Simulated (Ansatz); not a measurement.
# C₈H₁₆: taking an electron away

An exercise on one series of results from a longer session: the logs are not shown, and one member is left open.

Computed with Ansatz 0.2.0, Gaussian basis. Level: unrestricted cation, the program's frozen cores in correlated methods.

Levels to be run: UKS PBE-D4/def2-TZVPP; UKS r2SCAN-D4/def2-TZVPP; UKS PBE0-D4/def2-TZVPP; UKS B3LYP-D4/def2-TZVPP; UKS wB97X-V/def2-TZVPP; UKS wB97M-V/def2-TZVPP; UKS B2PLYP/def2-TZVPP; UHF-CCSD(T)/def2-TZVPP; UHF-MP2/def2-QZVPP; extrapolation to the limit; then −ε(HOMO) from the neutral's earlier runs with LDA (SPW92), PBE-D4, revPBE-D4, BLYP-D4, r2SCAN-D4, B97M-V, PBE0-D4, B3LYP-D4, r2SCANh-D4, r2SCAN0-D4, HSE06-D4, BHLYP-D4, CAM-B3LYP-D4, LC-ωPBE, ωB97X-V, ωB97M-V.

**Structure used throughout**

All runs share one geometry, relaxed beforehand with PBE0-D4 in a triple-zeta def2 set.

SMILES `CC1(C)CCCCC1`, 24 atoms, charge 0, spin multiplicity 1.

Atoms are counted from 1 here; the program's logs count them from 0.

Bond lengths: C1–C2 1.527 Å, C1–H9 1.094 Å, C1–H10 1.091 Å, C1–H11 1.094 Å, C2–C3 1.524 Å, C2–C4 1.534 Å, C2–C8 1.534 Å, C3–H12 1.094 Å, C3–H13 1.094 Å, C3–H14 1.094 Å, C4–C5 1.522 Å, C4–H15 1.096 Å, C4–H16 1.098 Å, C5–C6 1.522 Å, C5–H17 1.094 Å, C5–H18 1.096 Å, C6–C7 1.522 Å, C6–H19 1.098 Å and more. Angles: C2–C1–H9 110.5°, C2–C1–H10 112.7°, C2–C1–H11 110.5°, H9–C1–H10 107.6°, H9–C1–H11 107.8°, H10–C1–H11 107.6°, C1–C2–C3 108.5°, C1–C2–C4 110.7°, C1–C2–C8 110.7°, C3–C2–C4 109.1°, C3–C2–C8 109.1°, C4–C2–C8 108.9°, C2–C3–H12 111.0°, C2–C3–H13 111.0°, C2–C3–H14 111.0°, H12–C3–H13 107.9°, H12–C3–H14 107.9°, H13–C3–H14 107.8° and more.

Set-up of the first run:

The input, in.yaml:

```yaml
crystal:
  periodic: [false, false, false]
  atoms:
    - {symbol: C, position_ang: [0.335172, -1.170125, -1.421439]}
    - {symbol: C, position_ang: [0.358946, -0.772314, 0.053038]}
    - {symbol: C, position_ang: [0.987147, -1.909147, 0.849655]}
    - {symbol: C, position_ang: [-1.064257, -0.524730, 0.569757]}
    - {symbol: C, position_ang: [-1.719712, 0.718500, -0.015171]}
    - {symbol: C, position_ang: [-0.859368, 1.952952, 0.213541]}
    - {symbol: C, position_ang: [0.547691, 1.750684, -0.330195]}
    - {symbol: C, position_ang: [1.189720, 0.501338, 0.256587]}
    - {symbol: H, position_ang: [1.349569, -1.359517, -1.784227]}
    - {symbol: H, position_ang: [-0.103775, -0.400072, -2.057922]}
    - {symbol: H, position_ang: [-0.246180, -2.085881, -1.562527]}
    - {symbol: H, position_ang: [1.024924, -1.666883, 1.915628]}
    - {symbol: H, position_ang: [2.009425, -2.106465, 0.513406]}
    - {symbol: H, position_ang: [0.412829, -2.833324, 0.735182]}
    - {symbol: H, position_ang: [-1.679985, -1.409850, 0.374085]}
    - {symbol: H, position_ang: [-1.017822, -0.415835, 1.661107]}
    - {symbol: H, position_ang: [-2.709218, 0.857801, 0.430690]}
    - {symbol: H, position_ang: [-1.886547, 0.584443, -1.089974]}
    - {symbol: H, position_ang: [-0.801141, 2.153922, 1.291124]}
    - {symbol: H, position_ang: [-1.323177, 2.832467, -0.243008]}
    - {symbol: H, position_ang: [1.169291, 2.623402, -0.108168]}
    - {symbol: H, position_ang: [0.508914, 1.674931, -1.422790]}
    - {symbol: H, position_ang: [1.326873, 0.651516, 1.335334]}
    - {symbol: H, position_ang: [2.190691, 0.352184, -0.163722]}
basis:
  gaussian: {orbitals: def2-TZVPP}
total_charge: 1
magnetization: {spin_polarized: true, initial_magnetization: 1}
hamiltonian: {xc: pbe, dispersion: d4}
```

Run with:

```sh
$ ansatz run in.yaml --threads 5 --pin off --events-out ev --progress --plain --max-ram 66560MiB --backend cuda --devices 0, --max-vram 37GiB
```

Among the steps run: Cation, UKS PBE-D4/def2-TZVPP; Cation, UKS r2SCAN-D4/def2-TZVPP; Cation, UKS PBE0-D4/def2-TZVPP; Cation, UKS B3LYP-D4/def2-TZVPP; Cation, UKS wB97X-V/def2-TZVPP; Cation, UKS wB97M-V/def2-TZVPP; Cation, UKS B2PLYP (frozen core)/def2-TZVPP; Cation, UHF-CCSD(T)/def2-TZVPP; Cation, UHF-MP2/def2-QZVPP.

One of the session's tables, all rows but one given; the rest of the session is left out.

Orbital estimates, from the neutral's runs:

```
  functional  −ε(HOMO) (eV)
 LDA (SPW92)           6.90
      PBE-D4              ?
   revPBE-D4           6.77
     BLYP-D4           6.75
   r2SCAN-D4           7.06
      B97M-V           7.23
     PBE0-D4           8.11
    B3LYP-D4           7.94
  r2SCANh-D4           7.54
  r2SCAN0-D4           8.27
    HSE06-D4           7.71
    BHLYP-D4           9.38
CAM-B3LYP-D4           9.51
     LC-ωPBE          10.80
     ωB97X-V          10.49
     ωB97M-V          10.38
```

**Question.** Estimate the row for PBE-D4.

The run gave: −ε(HOMO) (eV): 6.82. In the column «−ε(HOMO) (eV)» it lies between revPBE-D4 (6.77) and LDA (SPW92) (6.90).
